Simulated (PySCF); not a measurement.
**[C2H6ClSi2]− (SMILES Cl[SiH-][SiH]1CC1): levels of theory compared**

Aim: a comparison of 6 runs (HF/STO-3G, HF/3-21G, B3LYP/6-31G*, PBE0/def2-SVP, M06-2X/def2-SVPD, r2SCAN/def2-SVPD) of [C2H6ClSi2]−. Input form: a Python script.

Program for the calculation: PySCF 2.14.0.

## 1. The molecule

The species is [C2H6ClSi2]− (11 atoms), meant as a singlet with charge -1. As SMILES, `Cl[SiH-][SiH]1CC1`. Geometry: relaxed at GFN2-xTB. This is one conformer, not always the lowest.

Bond lengths: Cl1–Si2 2.252 Å, Si2–Si3 2.237 Å, Si3–C4 1.898 Å, Si3–C5 1.897 Å, C4–C5 1.508 Å, Si2–H6 1.510 Å, Si3–H7 1.499 Å, C4–H8 1.084 Å, C4–H9 1.084 Å, C5–H10 1.083 Å, C5–H11 1.085 Å. Some angles: Cl1–Si2–Si3 102.4°, Si2–Si3–C4 111.4°, Si2–Si3–C5 108.7°, C4–Si3–C5 46.8°, Si3–C4–C5 66.5°, Si3–C5–C4 66.6°, Cl1–Si2–H6 91.2°, Si3–Si2–H6 100.9°, Si2–Si3–H7 146.9°, C4–Si3–H7 100.0°.

## 2. Energy and gradient at HF/STO-3G (run 1)

job.py reads:

```python
from pyscf import gto

mol = gto.M(
    atom=[
    ('Cl', (-0.553220, 2.310150, 3.008650)),
    ('Si', (-1.111890, 1.651090, 0.929510)),
    ('Si', (0.548030, 0.243140, 0.411170)),
    ('C', (-0.121220, -1.450590, -0.124380)),
    ('C', (0.183290, -0.532330, -1.281370)),
    ('H', (-0.587310, 2.940110, 0.344620)),
    ('H', (2.004820, -0.083820, 0.546210)),
    ('H', (0.498290, -2.337550, -0.058900)),
    ('H', (-1.167640, -1.696740, 0.013340)),
    ('H', (0.982450, -0.850960, -1.938910)),
    ('H', (-0.675600, -0.192510, -1.849930)),
],
    basis='sto-3g',
    spin=0,
    charge=-1,
    verbose=4,
    max_memory=1860,
)

hf = mol.RHF()
hf.conv_tol = 1e-10
hf.kernel()
if not hf.converged:
    hf = hf.newton().run(hf.mo_coeff, hf.mo_occ)

energy = hf.e_tot
print(f'total energy: {energy:.8f} hartree')
grad = hf.nuc_grad_method().kernel()
hf.analyze()
```

On the command line:

```bash
$ OMP_NUM_THREADS=1 python job.py
```

The log of the run:

```text
PySCF version 2.14.0

[... 66 lines left out ...]
total energy: -1103.98457227 hartree
[... 20 lines left out ...]
MO #1   energy= -103.310511202993  occ= 2
[... 6 lines left out ...]
MO #8   energy= -7.45715473613256  occ= 2
[... 6 lines left out ...]
MO #15  energy= -3.69141466917485  occ= 2
[... 6 lines left out ...]
MO #22  energy= -0.411863444882244 occ= 2
[... 6 lines left out ...]
MO #29  energy= -0.136708065952246 occ= 2
[... 6 lines left out ...]
MO #36  energy= 0.741750538053095  occ= 0
[... 6 lines left out ...]
MO #43  energy= 1.03458926002236   occ= 0
[... 58 lines left out ...]
WARN: System has nonzero charge -1; the dipole moment is origin-dependent.
Location of origin: [0. 0. 0.]

Dipole moment(X, Y, Z, Debye):  2.20147, -5.71512, -6.68225
```

It took 3.3 s on 1 thread of Intel Xeon at 2.70GHz, shared host; peak memory 0.12 GiB.

## 3. Energy and forces at HF/3-21G (run 2)

mol.xyz reads:

```xyz
11

Cl    -0.553220     2.310150     3.008650
Si    -1.111890     1.651090     0.929510
Si     0.548030     0.243140     0.411170
C     -0.121220    -1.450590    -0.124380
C      0.183290    -0.532330    -1.281370
H     -0.587310     2.940110     0.344620
H      2.004820    -0.083820     0.546210
H      0.498290    -2.337550    -0.058900
H     -1.167640    -1.696740     0.013340
H      0.982450    -0.850960    -1.938910
H     -0.675600    -0.192510    -1.849930
```

input.py reads:

```python
import pyscf.grad
from pyscf import gto, scf

system = gto.Mole()
system.atom = 'mol.xyz'
system.charge = -1
system.basis = '3-21g'
system.verbose = 4
system.max_memory = 1860
system.build()

mf = scf.RHF(system)
mf.conv_tol = 1e-10
mf.kernel()
if not mf.converged:
    mf = mf.newton().run(mf.mo_coeff, mf.mo_occ)

energy = mf.e_tot
print('Final energy', energy)
grad = mf.Gradients().kernel()
mf.analyze()
```

On the command line:

```bash
$ OMP_NUM_THREADS=1 python input.py
```

The log of the run:

```text
PySCF version 2.14.0

[... 85 lines left out ...]
Two-electron Coulomb Energy =          830.767829609088722
[... 11 lines left out ...]
MO #9   energy= -7.73688581903792  occ= 2
[... 9 lines left out ...]
MO #19  energy= -0.873353756007794 occ= 2
[... 9 lines left out ...]
MO #29  energy= -0.255929512467096 occ= 2
[... 9 lines left out ...]
MO #39  energy= 0.439035493697183  occ= 0
[... 9 lines left out ...]
MO #49  energy= 0.758511623363938  occ= 0
[... 9 lines left out ...]
MO #59  energy= 1.26244651668852   occ= 0
[... 9 lines left out ...]
MO #69  energy= 2.21371277556115   occ= 0
[... 84 lines left out ...]
WARN: System has nonzero charge -1; the dipole moment is origin-dependent.
Location of origin: [0. 0. 0.]

Dipole moment(X, Y, Z, Debye):  2.82063, -6.51389, -7.23342
```

Wall time 4.2 s (1 thread of Intel Xeon at 2.70GHz, shared host); peak memory 0.14 GiB.

Runs 3 to 5 aren't shown in full; the table further down has their settings and results.

## 4. Energy and forces at r2SCAN/def2-SVPD (run 6)

calc.py reads:

```python
import pyscf.grad
from pyscf import gto, dft

molecule = gto.Mole()
molecule.atom = '''
Cl    -0.553220     2.310150     3.008650
Si    -1.111890     1.651090     0.929510
Si     0.548030     0.243140     0.411170
C     -0.121220    -1.450590    -0.124380
C      0.183290    -0.532330    -1.281370
H     -0.587310     2.940110     0.344620
H      2.004820    -0.083820     0.546210
H      0.498290    -2.337550    -0.058900
H     -1.167640    -1.696740     0.013340
H      0.982450    -0.850960    -1.938910
H     -0.675600    -0.192510    -1.849930
'''
molecule.charge = -1
molecule.max_memory = 1860
molecule.verbose = 4
molecule.basis = 'def2-svpd'
molecule.build()

mf = dft.RKS(molecule)
mf.xc = 'r2scan'
mf.grids.level = 5
mf.conv_tol = 1e-10
mf.kernel()
if not mf.converged:
    mf = mf.newton().run(mf.mo_coeff, mf.mo_occ)

e_tot = mf.e_tot
print('E = %.10f Eh' % e_tot)
grad = mf.Gradients().kernel()
mf.analyze()
```

On the command line:

```bash
$ OMP_NUM_THREADS=1 python calc.py
```

The log of the run:

```text
PySCF version 2.14.0

[... 111 lines left out ...]
MO #3   energy= -65.6399928695337  occ= 2
[... 19 lines left out ...]
MO #23  energy= -0.273978836934164 occ= 2
[... 19 lines left out ...]
MO #43  energy= 0.237249271840817  occ= 0
[... 19 lines left out ...]
MO #63  energy= 0.421960683137105  occ= 0
[... 19 lines left out ...]
MO #83  energy= 0.585029107866313  occ= 0
[... 19 lines left out ...]
MO #103 energy= 0.886158990188482  occ= 0
[... 19 lines left out ...]
MO #123 energy= 1.23115025391322   occ= 0
[... 19 lines left out ...]
MO #143 energy= 2.01153438787643   occ= 0
[... 19 lines left out ...]
MO #163 energy= 3.41911635568492   occ= 0
[... 178 lines left out ...]
WARN: System has nonzero charge -1; the dipole moment is origin-dependent.
Location of origin: [0. 0. 0.]

Dipole moment(X, Y, Z, Debye):  2.57060, -6.12612, -6.12769
```

Wall time 3.5 min (1 thread of Intel Xeon at 2.70GHz, shared host); peak memory 2.1 GiB.

## 5. The series

| run | level | Cartesian functions | integration grid | energy (Eh) | HOMO energy (eV) | LUMO energy (eV) | HOMO–LUMO gap (eV) | wall time |
| --- | --- | --- | --- | --- | --- | --- | --- | --- |
| 1 | HF/STO-3G | no | – | -1103.984572 | 0.38 | 14.16 | 13.79 | 3.3 s |
| 2 | HF/3-21G | no | – | -1110.901560 | -3.03 | 7.17 | 10.21 | 4.2 s |
| 3 | B3LYP/6-31G* (Cartesian functions) | yes | 5 | -1119.038152 | -0.56 | 3.89 | 4.45 | 70 s |
| 4 | PBE0/def2-SVP | no | 5 | -1118.162461 | -0.73 | 4.11 | 4.84 | 81 s |
| 5 | M06-2X/def2-SVPD | no | 5 | -1118.588543 | -1.96 | 4.09 | 6.04 | 2.7 min |
| 6 | r2SCAN/def2-SVPD | no | 5 | -1118.546474 | -0.27 | 2.98 | 3.25 | 3.5 min |

## 6. Summary of results

| quantity | value |
| --- | --- |
| run 6: total energy | -1118.54647 Eh |
| run 6: HOMO energy | -0.27 eV |
| run 6: LUMO energy | 2.98 eV |
| run 6: HOMO–LUMO gap (to an unbound level, set by the basis) | 3.25 eV |
| run 6: largest force on an atom | 1.409 eV/Å |

In words: The HOMO–LUMO gap runs from 3.25 eV (r2SCAN/def2-SVPD) to 13.79 eV (HF/STO-3G). The two ends differ in method and basis. The empty levels of an anion lie above zero and hang on the basis. Totals of different functionals can't be ranked against each other. In run 1 the HOMO lies above zero, so the outermost electron may be held by the basis alone. In run 1 the basis is minimal, so the values are rough. All runs together took 8.8 min, the longest 3.5 min.
